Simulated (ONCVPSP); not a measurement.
**Pseudopotential generation for Cu: ONCV, LDA (Perdew-Wang 92)**

Task: generate the file, and judge it by its errors in other configurations, its logarithmic derivatives, its ghosts and its cutoff.

Method: ONCVPSP 4.0.1.1 (patched build), LDA (Perdew-Wang 92), scalar-relativistic.

### 1 The atom and the settings

The settings as typed:

* element: copper (Cu, Z = 29)
* type: optimised norm-conserving Vanderbilt (ONCV)
* frozen core: [Ne]
* valence charge: 19
* reference configuration: 3s2 3p6 3d10 4s1
* partial waves: 3s+4s: rc 1.00 bohr, ncon 4, nbas 8, qcut 14 1/bohr, 2 projectors; 3p: rc 0.65 bohr, ncon 4, nbas 7, qcut 15.2 1/bohr, 2 projectors, debl 0.7 Ha; 3d: rc 1.55 bohr, ncon 4, nbas 9, qcut 9 1/bohr, 1 projector
* local potential: polynomial inside 0.50 bohr (lpopt 1, dvloc0 0 Ha)
* core correction: not asked for

The outer shells as boxes (Hund's rule for the drawing; the calculation is spin-unpolarised):

```
[Ne] core
3s [↑↓]
3p [↑↓][↑↓][↑↓]
3d [↑↓][↑↓][↑↓][↑↓][↑↓]
4s [↑ ]
```

An earlier all-electron run gives the scale for the radii.

All-electron outer shells of the reference configuration (LDA (PZ), scalar-relativistic, ld1.x):

```tsv
shell	level (eV)	outermost node (bohr)	outermost maximum (bohr)
2p	-916.44	–	0.16
3s	-114.15	0.29	0.61
3p	-72.03	0.26	0.62
3d	-5.32	–	0.60
4s	-4.87	0.89	2.24
4p	-0.79	0.98	3.52
```

### 2 Generating the potential

Input file Cu.dat:

```
# ATOM AND REFERENCE CONFIGURATION
# atsym  z   nc   nv     iexc    psfile
  Cu 29.00    3    4  -001012      upf
#
#   n    l    f
    1    0    2.00
    2    0    2.00
    2    1    6.00
    3    0    2.00
    3    1    6.00
    3    2   10.00
    4    0    1.00
#
# PSEUDOPOTENTIAL AND OPTIMIZATION
# lmax
    2
#
#   l,   rc,      ep,       ncon, nbas, qcut
    0    1.00    0.00    4    8   14.00
    1    0.65    0.00    4    7   15.20
    2    1.55    0.00    4    9    9.00
#
# LOCAL POTENTIAL
# lloc, lpopt,  rc(5),   dvloc0
    4    1    0.50    0.00
#
# VANDERBILT-KLEINMAN-BYLANDER PROJECTORs
# l, nproj, debl
    0    2    1.00
    1    2    0.70
    2    1    1.70
#
# MODEL CORE CHARGE
# icmod, fcfact, rcfact
    0    0.00    0.00
#
# LOG DERIVATIVE ANALYSIS
# epsh1, epsh2, depsh
   -6.00    5.00    0.04
#
# OUTPUT GRID
# rlmax, drl
    6.00    0.01
#
# TEST CONFIGURATIONS
# ncnf
    4
# nvcnf
#   n    l    f
    4
    3    0    2.00
    3    1    6.00
    3    2   10.00
    4    0    0.00
#
    4
    3    0    2.00
    3    1    6.00
    3    2    9.00
    4    0    0.00
#
    4
    3    0    2.00
    3    1    6.00
    3    2    8.00
    4    0    0.00
#
    4
    3    0    1.00
    3    1    6.00
    3    2   10.00
    4    0    1.00
#
```

On the command line:

```bash
$ oncvpsp.x < Cu.dat > Cu.out
```

Q: Predict the outcome of this session. Wanted: cutoffs for 1 and 0.1 mHa per electron, occupied waves; bound ghosts; GHOST(+) flags; largest test error; largest phase difference near zero energy, channels read; projector energies reset by the program.

**Answer**, as computed:

| quantity | value |
| --- | --- |
| cutoffs for 1 and 0.1 mHa per electron, occupied waves | 94 Ha and 116 Ha |
| bound ghosts | none found |
| GHOST(+) flags | s at 610 eV |
| largest test error (AE − PS) | -550 meV, for 3s1 3p6 3d10 4s1 (1 test unsolved) |
| largest phase difference near zero energy, channels read | 0.020 rad |
| projector energies reset by the program | p: -2.647, 0.250 Ha |

By total energies transferability is poor: the largest error is 550 meV on 121.7 eV, for 3s1 3p6 3d10 4s1. That test lies far up in energy; among those under 40 eV, nearer to bonding, the largest error is 20 meV. Of the tests 1 gave no usable energy difference, which is a warning in itself. By its cutoff, 94 Ha for the looser tolerance, it is very hard. At the looser tolerance the 3p wave is the slowest; 3s needs 65 Ha. It is free of bound ghosts as far as tested. Near zero energy the phases of the channels with partial waves agree within 0.020 rad. The program also flags highly localised states, GHOST(+) (s). All of this concerns the isolated atom, not yet a solid.
